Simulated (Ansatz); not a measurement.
# FH₄OSi₂ radical: up Jacob's ladder to CCSD(T)

An exercise on one series of results from a longer session: the logs are not shown, and one member is left open.

Program: Ansatz 0.2.0, Gaussian basis. Level of theory: functionals in def2-TZVPP, the program's frozen cores in correlated methods. These are calculated values, not measurements.

The runs, in order: LDA (SPW92), PBE-D4, revPBE-D4, BLYP-D4, r2SCAN-D4, B97M-V, PBE0-D4, B3LYP-D4, r2SCANh-D4, r2SCAN0-D4, HSE06-D4, BHLYP-D4, CAM-B3LYP-D4, LC-ωPBE, ωB97X-V, ωB97M-V, B2PLYP, PBE-QIDH; CCSD(T)/def2-SVP; CCSD(T)/def2-TZVPP; MP2/def2-QZVPP; extrapolation to the limit; RPA on PBE.

## The relaxed structure

The geometry comes from an earlier relaxation with PBE0-D4 in a triple-zeta def2 set; it is a stationary point, not always the lowest conformer.

SMILES `F[SiH2]O[SiH2]`, 8 atoms, charge 0, spin multiplicity 2.

Atoms are counted from 1 here; the program's logs count them from 0.

Bond lengths: F1–Si2 1.594 Å, Si2–O3 1.620 Å, Si2–H5 1.476 Å, Si2–H6 1.479 Å, O3–Si4 1.643 Å, Si4–H7 1.489 Å, Si4–H8 1.493 Å. Angles: F1–Si2–O3 109.5°, F1–Si2–H5 107.9°, F1–Si2–H6 107.2°, O3–Si2–H5 108.6°, O3–Si2–H6 110.3°, H5–Si2–H6 113.3°, Si2–O3–Si4 148.7°, O3–Si4–H7 107.6°, O3–Si4–H8 109.7°, H7–Si4–H8 110.7°.

The first run:

The input, in.yaml:

```yaml
crystal:
  periodic: [false, false, false]
  atoms:
    - {symbol: F, position_ang: [-0.126484, 1.802099, 1.445916]}
    - {symbol: Si, position_ang: [0.391252, 1.262025, 0.038702]}
    - {symbol: O, position_ang: [-0.397340, -0.101704, -0.339371]}
    - {symbol: Si, position_ang: [-0.821382, -1.636387, 0.065927]}
    - {symbol: H, position_ang: [0.081530, 2.283459, -0.980603]}
    - {symbol: H, position_ang: [1.839755, 0.995759, 0.178127]}
    - {symbol: H, position_ang: [-1.207763, -2.342842, -1.186622]}
    - {symbol: H, position_ang: [0.332631, -2.319510, 0.722024]}
basis:
  gaussian: {orbitals: def2-TZVPP}
magnetization: {spin_polarized: true, initial_magnetization: 1}
hamiltonian: {xc: lda}
output: {orbitals: {seedname: orbitals}}
```

Launch:

```
$ ansatz run in.yaml --threads 4 --pin off --events-out ev --progress --plain --max-ram 10444MiB
```

Steps of the session up to this table: LDA; PBE-D4 (GGA); revPBE-D4 (GGA); BLYP-D4 (GGA); r2SCAN-D4 (meta-GGA); B97M-V (meta-GGA); B3LYP-D4 (hybrid); r2SCANh-D4 (hybrid); r2SCAN0-D4 (hybrid); HSE06-D4 (hybrid); BHLYP-D4 (hybrid); CAM-B3LYP-D4 (range-separated); LC-ωPBE (range-separated); ωB97X-V (range-separated); ωB97M-V (range-separated); B2PLYP (double hybrid); PBE-QIDH (double hybrid).

One table of the session follows, with a row left open; its other results are not shown here.

It belongs to the step «Orbital energies across the functionals». 

```
  functional  HOMO (eV)  LUMO (eV)  gap (eV)
 LDA (SPW92)      -5.04      -3.75      1.28
      PBE-D4      -5.08      -3.30      1.78
   revPBE-D4      -5.07      -3.15      1.92
     BLYP-D4      -4.87      -3.35      1.52
   r2SCAN-D4      -5.43      -2.80      2.63
      B97M-V      -5.16      -3.62      1.54
     PBE0-D4      -6.23      -2.35      3.89
    B3LYP-D4      -5.95      -2.78      3.17
  r2SCANh-D4      -5.85      -2.50      3.36
  r2SCAN0-D4      -6.49      -2.05      4.44
    HSE06-D4          ?          ?         ?
    BHLYP-D4      -7.20      -1.57      5.63
CAM-B3LYP-D4      -7.45      -1.49      5.97
     LC-ωPBE      -8.91      -0.01      8.91
     ωB97X-V      -8.38      -0.59      7.79
     ωB97M-V      -8.00      -0.74      7.26
```

Q: Estimate the row for HSE06-D4 from the others.

**Answer.** HOMO (eV): -5.83; LUMO (eV): -2.73; gap (eV): 3.10. In the column «HOMO (eV)» it lies between r2SCANh-D4 (-5.85) and r2SCAN-D4 (-5.43).
